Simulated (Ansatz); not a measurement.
# Si16B: the cost of one run

All numbers below are computed with Ansatz 0.2.0 (DFT PBE, plane waves, PAW, scalar-relativistic, collinear spin).

## (1) The structure to begin with

The cell holds 17 atoms (BSi16): a = 7.679 Å, b = 7.679 Å, c = 7.679 Å, α = 60.00°, β = 60.00°, γ = 60.00°.

Its coordinates follow in the input file.

## (2) Relaxing the start

Contents of input.yaml:

```yaml
crystal:
  lattice:
    - [0.0, 5.43, 5.43]
    - [5.43, 0.0, 5.43]
    - [5.43, 5.43, 0.0]
  atoms:
    - { symbol: Si, position: [0.0, 0.0, 0.0] }
    - { symbol: Si, position: [0.125, 0.125, 0.125] }
    - { symbol: Si, position: [0.0, 0.0, 0.5] }
    - { symbol: Si, position: [0.125, 0.125, 0.625] }
    - { symbol: Si, position: [0.0, 0.5, 0.0] }
    - { symbol: Si, position: [0.125, 0.625, 0.125] }
    - { symbol: Si, position: [0.0, 0.5, 0.5] }
    - { symbol: Si, position: [0.125, 0.625, 0.625] }
    - { symbol: Si, position: [0.5, 0.0, 0.0] }
    - { symbol: Si, position: [0.625, 0.125, 0.125] }
    - { symbol: Si, position: [0.5, 0.0, 0.5] }
    - { symbol: Si, position: [0.625, 0.125, 0.625] }
    - { symbol: Si, position: [0.5, 0.5, 0.0] }
    - { symbol: Si, position: [0.625, 0.625, 0.125] }
    - { symbol: Si, position: [0.5, 0.5, 0.5] }
    - { symbol: Si, position: [0.625, 0.625, 0.625] }
    - { symbol: B, position: [0.8086009, 0.8048907, 0.5699469], spin: 1.0 }
magnetization:
  spin_polarized: true
basis:
  ecutwfc: 420.0
kpoints:
  mp_grid: { grid: [2, 2, 2] }
hamiltonian:
  xc: pbe
  pseudopotentials: { kind: paw, azcp: { folder: soft_1 } }
scf:
  occupations: { method: fermi_dirac, width: 0.02 }
  lower_state_search: "off"
relax:
  f_tol: 0.08
  max_steps: 25
  adjacent_minimum: "off"
```

Run with:

```console
$ ansatz run input.yaml --threads 1 --pin off --max-ram 3072MiB --backend cpu --events-out ev --progress --plain --runs-dir out
```

What time and memory should one allow on 1 thread of Arm Neoverse V1, shared host?

About 51 s, with a peak of 0.65 GiB.
